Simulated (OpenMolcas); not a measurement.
# Ru²⁺ among point charges: CASSCF and CASPT2 levels and susceptibility, part 2 of 2

How does a field of 2 point charges split the states of Ru²⁺, and what χT follows?

OpenMolcas 26.06; ANO-RCC-VDZP, DKH2, active space 6 electrons in 5 orbitals (4d), orbitals: per spin and parity. Surroundings: 2 point charges of -1.5 e arranged as a linear pair (D∞h), 1.86 Å from the ion.

### 7 CASPT2: IPEA 0.25, imaginary shift 0.1 (closed shells correlated: 4s 4p)

a.inp reads:

```
>>> COPY JOB001 $Project.JobIph
&CASPT2
Multistate=5 1 2 3 4 5
NoMult
Frozen=8 6
IPEA=0.25
Imaginary=0.1
MaxIter=60
WThr=0.0 0.3 0.05
PrWF=0.5
NoMix
>>> COPY JOB002 $Project.JobIph
&CASPT2
Multistate=45 1 2 3 4 5 6 7 8 9 10 11 12 13 14 15 16 17 18 19 20 21 22
23 24 25 26 27 28 29 30 31 32 33 34 35 36 37 38 39 40 41 42 43 44 45
NoMult
Frozen=8 6
IPEA=0.25
Imaginary=0.1
MaxIter=60
WThr=0.0 0.3 0.05
PrWF=0.5
NoMix
>>> COPY JOB003 $Project.JobIph
&CASPT2
Multistate=50 1 2 3 4 5 6 7 8 9 10 11 12 13 14 15 16 17 18 19 20 21 22
23 24 25 26 27 28 29 30 31 32 33 34 35 36 37 38 39 40 41 42 43 44 45 46
47 48 49 50
NoMult
Frozen=8 6
IPEA=0.25
Imaginary=0.1
MaxIter=60
WThr=0.0 0.3 0.05
PrWF=0.5
NoMix
```

Standard output:

```text
Orbital specifications:
      -----------------------

      Symmetry species                           1   2
                                                ag  au
      Frozen orbitals                            8   6
      Inactive orbitals                          1   3
      Active orbitals                            5   0
      Secondary orbitals                         7  13
      Deleted orbitals                           0   0
      Number of basis functions                 21  22
Type of calculation                        SS-CASPT2
      Fock operator                              state-specific
      IPEA shift                                 0.25
      Real shift                                 0.00
      Imaginary shift                            0.10
      The input orbitals will be transformed to quasi-canonical
Reference energy:       -4528.3599897481
      E2 (Non-variational):      -0.2993541951
      Shift correction:          -0.0002681433
      E2 (Variational):          -0.2996223384
      Total energy:           -4528.6596120865
      Residual norm:              0.0000001686
      Reference weight:           0.93156
      Contributions to the CASPT2 correlation energy
      Active & Virtual Only:         -0.0971896974
      One Inactive Excited:          -0.1350165141
      Two Inactive Excited:          -0.0671479836
Reference energy:       -4528.3599897480
      E2 (Non-variational):      -0.2993063268
      Shift correction:          -0.0002668535
      E2 (Variational):          -0.2995731803
      Total energy:           -4528.6595629283
      Residual norm:              0.0000001686
      Reference weight:           0.93164
      Contributions to the CASPT2 correlation energy
      Active & Virtual Only:         -0.0971428516
      One Inactive Excited:          -0.1350154915
      Two Inactive Excited:          -0.0671479836
::    CASPT2 Root  1     Total energy:  -4528.65961209
::    CASPT2 Root  2     Total energy:  -4528.65956293
::    CASPT2 Root  3     Total energy:  -4528.60460756
::    CASPT2 Root  4     Total energy:  -4528.60460756
::    CASPT2 Root  5     Total energy:  -4528.60549735
Orbital specifications:
      -----------------------

      Symmetry species                           1   2
                                                ag  au
      Frozen orbitals                            8   6
      Inactive orbitals                          1   3
      Active orbitals                            5   0
      Secondary orbitals                         7  13
      Deleted orbitals                           0   0
      Number of basis functions                 21  22
Type of calculation                        SS-CASPT2
      Fock operator                              state-specific
      IPEA shift                                 0.25
      Real shift                                 0.00
      Imaginary shift                            0.10
      The input orbitals will be transformed to quasi-canonical
Reference energy:       -4528.3035140979
      E2 (Non-variational):      -0.3040830062
      Shift correction:          -0.0001998572
      E2 (Variational):          -0.3042828634
      Total energy:           -4528.6077969613
      Residual norm:              0.0000007955
      Reference weight:           0.93325
      Contributions to the CASPT2 correlation energy
      Active & Virtual Only:         -0.1005515069
      One Inactive Excited:          -0.1352193435
      Two Inactive Excited:          -0.0683121558
Reference energy:       -4528.2917868126
      E2 (Non-variational):      -0.2977159157
      Shift correction:          -0.0001840217
      E2 (Variational):          -0.2978999375
      Total energy:           -4528.5896867501
      Residual norm:              0.0000001051
      Reference weight:           0.93563
      Contributions to the CASPT2 correlation energy
      Active & Virtual Only:         -0.0968459303
      One Inactive Excited:          -0.1344908383
      Two Inactive Excited:          -0.0663791471
::    CASPT2 Root  1     Total energy:  -4528.60779696
::    CASPT2 Root  2     Total energy:  -4528.58968675
::    CASPT2 Root  3     Total energy:  -4528.58968496
::    CASPT2 Root  4     Total energy:  -4528.59547714
::    CASPT2 Root  5     Total energy:  -4528.59547715
::    CASPT2 Root  6     Total energy:  -4528.58983998
::    CASPT2 Root  7     Total energy:  -4528.58985750
::    CASPT2 Root  8     Total energy:  -4528.58179749
::    CASPT2 Root  9     Total energy:  -4528.58179767
::    CASPT2 Root 10     Total energy:  -4528.58412762
::    CASPT2 Root 11     Total energy:  -4528.58412762
::    CASPT2 Root 12     Total energy:  -4528.57961702
::    CASPT2 Root 13     Total energy:  -4528.56641174
::    CASPT2 Root 14     Total energy:  -4528.56640717
::    CASPT2 Root 15     Total energy:  -4528.56596171
::    CASPT2 Root 16     Total energy:  -4528.56509629
::    CASPT2 Root 17     Total energy:  -4528.56509630
::    CASPT2 Root 18     Total energy:  -4528.55685529
::    CASPT2 Root 19     Total energy:  -4528.55685528
::    CASPT2 Root 20     Total energy:  -4528.54592353
::    CASPT2 Root 21     Total energy:  -4528.54592060
::    CASPT2 Root 22     Total energy:  -4528.53089301
::    CASPT2 Root 23     Total energy:  -4528.53310900
::    CASPT2 Root 24     Total energy:  -4528.53310900
::    CASPT2 Root 25     Total energy:  -4528.53466473
::    CASPT2 Root 26     Total energy:  -4528.53466473
::    CASPT2 Root 27     Total energy:  -4528.52941834
::    CASPT2 Root 28     Total energy:  -4528.52936435
::    CASPT2 Root 29     Total energy:  -4528.51887600
::    CASPT2 Root 30     Total energy:  -4528.51887697
Orbital specifications:
      -----------------------

      Symmetry species                           1   2
                                                ag  au
      Frozen orbitals                            8   6
      Inactive orbitals                          1   3
      Active orbitals                            5   0
      Secondary orbitals                         7  13
      Deleted orbitals                           0   0
      Number of basis functions                 21  22
Type of calculation                        SS-CASPT2
      Fock operator                              state-specific
      IPEA shift                                 0.25
      Real shift                                 0.00
      Imaginary shift                            0.10
      The input orbitals will be transformed to quasi-canonical
Reference energy:       -4528.2599508226
      E2 (Non-variational):      -0.3077977367
      Shift correction:          -0.0003204379
      E2 (Variational):          -0.3081181746
      Total energy:           -4528.5680689972
      Residual norm:              0.0000001074
      Reference weight:           0.92845
      Contributions to the CASPT2 correlation energy
      Active & Virtual Only:         -0.1004355415
      One Inactive Excited:          -0.1407084098
      Two Inactive Excited:          -0.0666537854
Reference energy:       -4528.2561382412
      E2 (Non-variational):      -0.3093398328
      Shift correction:          -0.0002399723
      E2 (Variational):          -0.3095798051
      Total energy:           -4528.5657180463
      Residual norm:              0.0000004548
      Reference weight:           0.93042
      Contributions to the CASPT2 correlation energy
      Active & Virtual Only:         -0.1026481795
      One Inactive Excited:          -0.1381261096
      Two Inactive Excited:          -0.0685655437
::    CASPT2 Root  1     Total energy:  -4528.56806900
::    CASPT2 Root  2     Total energy:  -4528.56571805
::    CASPT2 Root  3     Total energy:  -4528.56573103
::    CASPT2 Root  4     Total energy:  -4528.56694900
::    CASPT2 Root  5     Total energy:  -4528.56694899
::    CASPT2 Root  6     Total energy:  -4528.55092179
::    CASPT2 Root  7     Total energy:  -4528.55092288
::    CASPT2 Root  8     Total energy:  -4528.55182002
::    CASPT2 Root  9     Total energy:  -4528.55182002
::    CASPT2 Root 10     Total energy:  -4528.54212157
::    CASPT2 Root 11     Total energy:  -4528.54212150
::    CASPT2 Root 12     Total energy:  -4528.55522267
::    CASPT2 Root 13     Total energy:  -4528.53784307
::    CASPT2 Root 14     Total energy:  -4528.53784828
::    CASPT2 Root 15     Total energy:  -4528.52901110
::    CASPT2 Root 16     Total energy:  -4528.52901067
::    CASPT2 Root 17     Total energy:  -4528.50080467
::    CASPT2 Root 18     Total energy:  -4528.50080560
::    CASPT2 Root 19     Total energy:  -4528.50474975
::    CASPT2 Root 20     Total energy:  -4528.50474976
::    CASPT2 Root 21     Total energy:  -4528.51075566
::    CASPT2 Root 22     Total energy:  -4528.51075284
::    CASPT2 Root 23     Total energy:  -4528.50900917
::    CASPT2 Root 24     Total energy:  -4528.50747394
::    CASPT2 Root 25     Total energy:  -4528.50747394
::    CASPT2 Root 26     Total energy:  -4528.49913241
::    CASPT2 Root 27     Total energy:  -4528.49913241
::    CASPT2 Root 28     Total energy:  -4528.50733636
::    CASPT2 Root 29     Total energy:  -4528.49162665
::    CASPT2 Root 30     Total energy:  -4528.48027144
```

This run took 7.8 s in all on 1 thread of Arm Neoverse V1, shared host.

SS-CASPT2: lowest energy less the reference's lowest, -0.2996 hartree; reference weights 0.911 to 0.936.

Spin-free states, with their symmetry labels:

```
 state  degeneracy  E (cm-1)  free-ion L (%)
5Delta           2         0         D (100)
3Sigma           1     11367          H (38)
5Sigma           1     11871         D (100)
   5Pi           2     12067         D (100)
   3Pi           2     14071          H (67)
3Delta           2     15306          H (54)
  3Phi           2     15342          G (42)
   3Pi           2     16562          D (38)
3Gamma           2     17073          G (53)
3Sigma           1     17551          P (60)
1Sigma           1     20086          I (58)
   1Pi           2     20332          I (73)
3Delta           2     20450          F (61)
3Sigma           1     20548          G (53)
1Delta           2     20601          I (39)
  3Phi           2     20738          H (53)
   3Pi           2     22547          G (47)
1Sigma           1     22905          D (39)
   1Pi           2     23652          D (45)
1Delta           2     23849          I (36)
3Delta           2     24947          G (50)
  1Phi           2     25781          I (82)
1Gamma           2     26719          G (56)
   3Pi           2     27417          F (56)
```

With spin-orbit coupling:

```json
{"E (cm-1)": "0", "Degeneracy": "2", "2S+1": "5", "g": "0.00 0.00 11.99"}
{"E (cm-1)": "530", "Degeneracy": "2", "2S+1": "5", "g": "0.00 0.00 8.00"}
{"E (cm-1)": "1030", "Degeneracy": "2", "2S+1": "5", "g": "0.00 0.00 4.01"}
{"E (cm-1)": "1500", "Degeneracy": "2", "2S+1": "5", "g": "0.00 0.00 0.02"}
{"E (cm-1)": "1950", "Degeneracy": "1", "2S+1": "5", "g": ""}
{"E (cm-1)": "1970", "Degeneracy": "1", "2S+1": "5", "g": ""}
{"E (cm-1)": "11670", "Degeneracy": "1", "2S+1": "3", "g": ""}
{"E (cm-1)": "11850", "Degeneracy": "2", "2S+1": "5", "g": "0.00 0.00 3.67"}
{"E (cm-1)": "12150", "Degeneracy": "1", "2S+1": "5", "g": ""}
{"E (cm-1)": "12150", "Degeneracy": "2", "2S+1": "5", "g": "0.00 0.00 6.88"}
{"E (cm-1)": "12370", "Degeneracy": "2", "2S+1": "3", "g": "0.00 0.00 3.78"}
{"E (cm-1)": "12450", "Degeneracy": "2", "2S+1": "5", "g": "0.00 0.00 9.88"}
{"E (cm-1)": "13340", "Degeneracy": "2", "2S+1": "5", "g": "0.00 0.00 4.07"}
{"E (cm-1)": "13350", "Degeneracy": "1", "2S+1": "5", "g": ""}
{"E (cm-1)": "13430", "Degeneracy": "2", "2S+1": "5", "g": "0.00 0.00 7.00"}
{"E (cm-1)": "14050", "Degeneracy": "2", "2S+1": "5", "g": "0.00 0.00 4.21"}
{"E (cm-1)": "14150", "Degeneracy": "1", "2S+1": "5", "g": ""}
{"E (cm-1)": "14870", "Degeneracy": "1", "2S+1": "3", "g": ""}
{"E (cm-1)": "14910", "Degeneracy": "2", "2S+1": "3", "g": "0.00 0.00 5.95"}
{"E (cm-1)": "14950", "Degeneracy": "2", "2S+1": "3", "g": "0.00 0.00 9.89"}
{"E (cm-1)": "15120", "Degeneracy": "2", "2S+1": "3", "g": "0.00 0.00 1.99"}
{"E (cm-1)": "15320", "Degeneracy": "1", "2S+1": "3", "g": ""}
{"E (cm-1)": "15450", "Degeneracy": "2", "2S+1": "3", "g": "0.00 0.00 8.07"}
{"E (cm-1)": "16320", "Degeneracy": "2", "2S+1": "3", "g": "0.00 0.00 5.96"}
```

Powder χT (cm³ K/mol): 4.50 at 2 K, 4.51 at 5 K, 4.52 at 10 K, 4.55 at 20 K, 4.63 at 50 K, 4.77 at 100 K, 4.89 at 150 K, 4.99 at 200 K, 5.05 at 250 K, 5.08 at 300 K.

### 8 The methods side by side

A. CASSCF
B. SS-CASPT2, IPEA 0.25, imaginary shift 0.1 (closed shells correlated: 4s 4p)

```csv
method,ground state,first state of that spin (cm-1),first gap with spin-orbit (cm-1),χT at 300 K
A,5Delta,5Pi 11340,526.3,5.09
B,5Delta,5Sigma 11870,525.4,5.08
```

### 9 Results

What follows sums up all 2 parts.

```
                                            quantity                                                                        value
                                              method  SS-CASPT2, IPEA 0.25, imaginary shift 0.1 (closed shells correlated: 4s 4p)
                              spin-free ground state                                           5Delta, 2-fold in its orbital part
first state of the same spin within the active space                                                         5Sigma at 11900 cm⁻¹
                                        lowest level                                                2-fold, g = 0.00, 0.00, 11.99
                                          next level                                                                   525.4 cm⁻¹
                                         χT at 300 K                                                               5.08 cm³ K/mol
                           effective moment at 300 K                                                                      6.38 μB
```

Cost by method:

```csv
method,time of its own steps,time with the reference
A. CASSCF,25 s,25 s
"B. SS-CASPT2, IPEA 0.25, imaginary shift 0.1, +4s 4p",7.8 s,33 s
```

Times are of one thread on a shared host.

What this shows: The spin-free ground state (5Delta) comes to 100 % from free-ion D terms and keeps the highest spin of the shell. χT at 300 K is 5.08, against 3.01 cm³ K/mol for the spin alone, so orbital moment adds to it. An active space of the d shell alone favours high spin; real ions in strong fields can be low spin. CASPT2 does not keep the components of a term degenerate, and the means are used. The field of point charges can differ much from that of real complexes. With metal d orbitals alone active, the gaps between spin states are rough; where two lie within a few thousand cm-1, their order is open. Point charges carry no covalency, so the field is a model and not that of real ligands.
